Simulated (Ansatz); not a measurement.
# Re3Pb: the cost of one run

Program: Ansatz 0.2.0. Level of theory: DFT PBE, scalar-relativistic, plane waves, PAW. These are calculated values, not measurements.

## (1) The structure to begin with

The structure is cubic, space group Pm-3m (No. 221). The conventional cell has a = 4.165 Å, b = 4.165 Å, c = 4.165 Å, α = 90.00°, β = 90.00°, γ = 90.00°. Re (site symmetry 4/mmm) has 8 Re at 2.95 Å and 4 Pb at 2.95 Å as nearest neighbours. Pb (site symmetry m-3m) is surrounded by 12 Re at 2.95 Å.

Structure file:

```cif
data_structure
_symmetry_space_group_name_H-M 'P 1'
_symmetry_Int_Tables_number 1
_cell_length_a 4.1649
_cell_length_b 4.1649
_cell_length_c 4.1649
_cell_angle_alpha 90.000
_cell_angle_beta 90.000
_cell_angle_gamma 90.000
_cell_volume 72.25
loop_
_atom_site_label
_atom_site_type_symbol
_atom_site_fract_x
_atom_site_fract_y
_atom_site_fract_z
_atom_site_occupancy
Re1 Re 0.00000 0.50000 0.50000 1
Re2 Re 0.50000 0.00000 0.50000 1
Re3 Re 0.50000 0.50000 0.00000 1
Pb1 Pb 0.00000 0.00000 0.00000 1
```

This is candidate A: Cu3Au (L1_2) type (Pm-3m, No. 221).

(A quick probe on a coarse mesh, which set the mesh and smearing, is not shown.)

## (3) Coarse relaxation (candidate A)

input.yaml

```yaml
crystal:
  lattice:
    - [4.1649227033, 0.0, 0.0]
    - [0.0, 4.1649227033, 0.0]
    - [0.0, 0.0, 4.1649227033]
  atoms:
    - { symbol: Re, position: [0.0, 0.5, 0.5] }
    - { symbol: Re, position: [0.5, 0.0, 0.5] }
    - { symbol: Re, position: [0.5, 0.5, 0.0] }
    - { symbol: Pb, position: [0.0, 0.0, 0.0] }
basis:
  ecutwfc: 420
kpoints:
  mp_grid: { grid: [4, 4, 4] }
hamiltonian:
  xc: pbe
scf:
  occupations: { method: gaussian, width: 0.1 }
  lower_state_search: "off"
output:
  forces: true
  stress: true
  eigenvalues: true
relax:
  adjacent_minimum: "off"
  f_tol: 0.04
  max_steps: 70
  cell: { stress_tol: 0.4 }
```

Run with:

```
ansatz run input.yaml --threads 1 --pin off --max-ram 2560MiB --backend cpu --events-out ev --progress --plain --runs-dir out
```

**Question.** How long does this run take on 1 thread of Intel Xeon Platinum 8259CL at 2.50GHz (Skylake/Cascade Lake), shared host, and how much memory does it need?

About 18 s, with a peak of 0.41 GiB.
